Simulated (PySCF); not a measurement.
# SbC: spin, charge, geometry and surroundings

One physical setting of the base script is moved in each run, with the edits that it forces.

Method: each script names its method and basis; program: PySCF 2.14.0.

10 further runs of the same task are left out: 2 for a known fault of the program, 8 that didn't finish.

## 1. The starting structure

SbC: 2 atoms, charge 0, spin multiplicity 2.

Bond lengths: Sb1–C2 1.971 Å.

## 2. The run that the others are compared with

input.py

```python
from pyscf import gto, scf

mol = gto.M(
    atom='Sb 0 0 0; C 0 0 1.971',
    basis='lanl2dz',
    ecp={'Sb': 'lanl2dz'},
    charge=0,
    spin=1,
    verbose=3,
)
mf = scf.ROHF(mol)
mf.kernel()
mf.dip_moment()
print('orbital energies (hartree):', mf.mo_energy[..., max(0, mol.nelec[1]-3):mol.nelec[0]+3].round(4))
```

Command:

```console
$ OMP_NUM_THREADS=1 python input.py
```

The log of this run is left out.

Base result: E(SCF) = -42.901804 Eh, μ = 2.25 D.

The bond length is a typed value, not an optimised one.

## 3. Electric field 0.01 a.u.

Edit 1 changes electric field: none → 0.01 a.u.

input.py

```python
from pyscf import gto, scf

mol = gto.M(
    atom='Sb 0 0 0; C 0 0 1.971',
    basis='lanl2dz',
    ecp={'Sb': 'lanl2dz'},
    charge=0,
    spin=1,
    verbose=3,
)
mf = scf.ROHF(mol)
field = 0.01  # electric field along z, atomic units
h = mf.get_hcore() + field*mol.intor('int1e_r')[2]
mf.get_hcore = lambda *args: h
e_nuc = mol.energy_nuc() - field*mol.atom_charges() @ mol.atom_coords()[:, 2]
mf.energy_nuc = lambda *args: e_nuc
mf.kernel()
mf.dip_moment()
print('orbital energies (hartree):', mf.mo_energy[..., max(0, mol.nelec[1]-3):mol.nelec[0]+3].round(4))
```

Command:

```console
$ OMP_NUM_THREADS=1 python input.py
```

## 4. Bond 2.03 Å

Edit 2 changes bond length: 1.971 Å → 2.03 Å.

input.py: that of step 2 with these lines changed.

```diff
@@ -3,3 +3,3 @@
 mol = gto.M(
-    atom='Sb 0 0 0; C 0 0 1.971',
+    atom='Sb 0 0 0; C 0 0 2.03',
     basis='lanl2dz',
```

## 5. Bond 1.833 Å

Edit 3 changes bond length: 1.971 Å → 1.833 Å.

input.py: that of step 2 with these lines changed.

```diff
@@ -3,3 +3,3 @@
 mol = gto.M(
-    atom='Sb 0 0 0; C 0 0 1.971',
+    atom='Sb 0 0 0; C 0 0 1.833',
     basis='lanl2dz',
```

What does the calculation give? Wanted: for each run, E(SCF); from base; SCF dipole.

The runs gave:

```
                     run  E(SCF) (hartree)  from base (eV)  SCF dipole (D)
                    base        -42.901804               0            2.25
electric field 0.01 a.u.        -42.893544         +0.2248            0.88
             bond 2.03 Å        -42.900864         +0.0256            2.49
            bond 1.833 Å        -42.907965         -0.1676            2.26
```

What this shows: Of the runs whose energies can be compared, “electric field 0.01 a.u.” moves the SCF energy most (+0.225 eV).
